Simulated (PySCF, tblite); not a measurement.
**C₂H₇AlNO₄ radical, a small gas-phase stand-in for a defect centre (C site with back bonds O[Al](O)O, N, OC): EPR parameters**

Wanted: the EPR parameters for `CO[C](N)[O][Al]([OH])[OH]`. It is drawn as: dangling bond.

Programs: tblite 0.8.0 and PySCF 2.14.0. All values are calculated, for the isolated system unless a continuum is named. Atoms count from 0, parts from 1.

## 1. Starting point

15 atoms, charge 0, multiplicity 2; geometry: distance geometry start.

## 2. Relaxing the cluster with GFN2-xTB

What the job is given:

```
{"job": {"kind": "relax", "xc": "GFN2-xTB", "basis": "xTB"}, "charge": 0, "multiplicity": 2}
C     -0.197632     0.868136    -1.080166
O     -0.392016     1.083485     0.267133
Al    -1.808703     0.393188     1.272940
O     -2.882967    -0.849506     0.413402
O     -1.400841     0.036799     3.078524
N     -1.247281     1.391523    -1.952303
O      0.326106    -0.367675    -1.464903
C      0.743324    -1.352685    -0.574849
H     -3.694470    -1.238472     0.798907
H     -1.749087    -0.714003     3.577598
H     -2.069207     0.774481    -2.066056
H     -1.426648     2.373369    -1.911661
H     -0.074190    -1.738872    -0.089043
H      1.281904    -2.086012    -1.063860
H      1.372446    -0.908875     0.157924
```

Method: GFN2-xTB geometry optimisation, gas phase.

The run is started by

```sh
$ OMP_NUM_THREADS=1 python cluster_run.py task.json out
```

This one command runs all jobs of the session in turn.

**Question.** The jobs that follow are: PBE0-D3(BJ)/def2-SVP geometry optimisation, gas phase; UKS B3LYP, IGLO-III on Al C N O, pcH-1 on H, non-relativistic, mean-field spin-orbit, GIAO; UKS BHandHLYP, IGLO-III on Al C N O, pcH-1 on H, non-relativistic, mean-field spin-orbit, GIAO. Predict: point group; rotational constants (main isotopes); g(iso) (B3LYP); ⟨S²⟩; largest a(iso); potential on the surface of density 0.002 e/bohr³, 1st and 99th percentile.

**Answer**, as computed:

| quantity | value |
| --- | --- |
| point group | C1 |
| rotational constants (main isotopes) | 2.58, 1.22, 1.09 GHz |
| g(iso) (B3LYP) | 2.00092 |
| ⟨S²⟩ | 0.751 (exact 0.75) |
| largest a(iso) | 27Al on Al2, 1084.9 MHz |
| potential on the surface of density 0.002 e/bohr³, 1st and 99th percentile | -1.85 V and 2.66 V |

In words: The start of the PBE0/def2-SVP relaxation was shaken at random by about 0.01 Å, so part of the energy gained, and of the first lengths quoted, undoes that. Relaxing lowered the energy by 1.529 eV in 41 steps; the close pair that moved most is Al2–O3, from 1.639 to 1.756 Å (PBE0/def2-SVP). Al2 carries the largest spin population, 0.95 e. The isotropic g lies 1.4 ppt below the free-electron value. The coupling of 27Al on Al2 runs from 1084.9 (B3LYP/IGLO-III+pcH-1) to 1100.4 MHz (BHandHLYP/IGLO-III+pcH-1). A capped cluster stands for the solid here, so long-range fields and strain are missing, and bands or shifts of the capping hydrogens have no counterpart in it.
